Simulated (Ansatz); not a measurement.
# SiNi3: the cost of one run

Computed with Ansatz 0.2.0 (DFT PBEsol, scalar-relativistic, plane waves, PAW, unless a step's input says otherwise).

The COD entry's cell or inner coordinates are ideal or old and differ from later refinements, so a difference from it is no clean test against experiment.

2 further runs of the same task are left out: 2 set aside as unsound or not needed. Runs told in other sessions of the task aren't counted.

## Step 1: The system as given

The structure is cubic, space group Pm-3m (No. 221). Conventional cell: a = 3.461 Å, b = 3.461 Å, c = 3.461 Å, α = 90.00°, β = 90.00°, γ = 90.00°. Around Si (site symmetry m-3m) lie 12 Ni at 2.45 Å. Ni (site symmetry 4/mmm) has 4 Si at 2.45 Å and 8 Ni at 2.45 Å in its first shell of neighbours.

Coordinates:

```xyz
4
Lattice="3.4612 0.0000 0.0000 0.0000 3.4612 0.0000 0.0000 0.0000 3.4612" Properties=species:S:1:pos:R:3 pbc="T T T"
Si    0.0000    0.0000    0.0000
Ni    0.0000    1.7306    1.7306
Ni    1.7306    0.0000    1.7306
Ni    1.7306    1.7306    0.0000
```

This cell was relaxed beforehand with the same method: volume 10.37 Å³/atom, gap on the mesh none (metal).

## Step 2: A bulk reference on a matched mesh

The same crystal, re-cut so that c stands normal to the (001) plane; its mesh matches that of the cells to come, so errors of the mesh cancel.

File input.yaml:

```yaml
crystal:
  lattice:
    - [3.4612022787, 0.0, 0.0]
    - [0.0, 3.4612022787, 0.0]
    - [0.0, 0.0, 3.4612022787]
  atoms:
    - { symbol: Si, position: [0.0, 0.0, 0.0] }
    - { symbol: Ni, position: [0.0, 0.5, 0.5] }
    - { symbol: Ni, position: [0.5, 0.0, 0.5] }
    - { symbol: Ni, position: [0.5, 0.5, 0.0] }
basis:
  ecutwfc: 420
kpoints:
  mp_grid: { grid: [10, 10, 12] }
hamiltonian:
  xc: pbesol
scf:
  occupations: { method: gaussian, width: 0.1 }
output:
  forces: true
  stress: true
  eigenvalues: true
```

Run with:

```bash
$ ansatz run input.yaml --threads 4 --pin off --max-ram 11264MiB --backend cpu --events-out ev --progress --plain --runs-dir out
```

Q: Estimate wall time and peak memory on 4 threads of Intel Xeon at 2.50GHz (Skylake/Cascade Lake), shared host.

About 5.8 s, with a peak of 0.48 GiB.
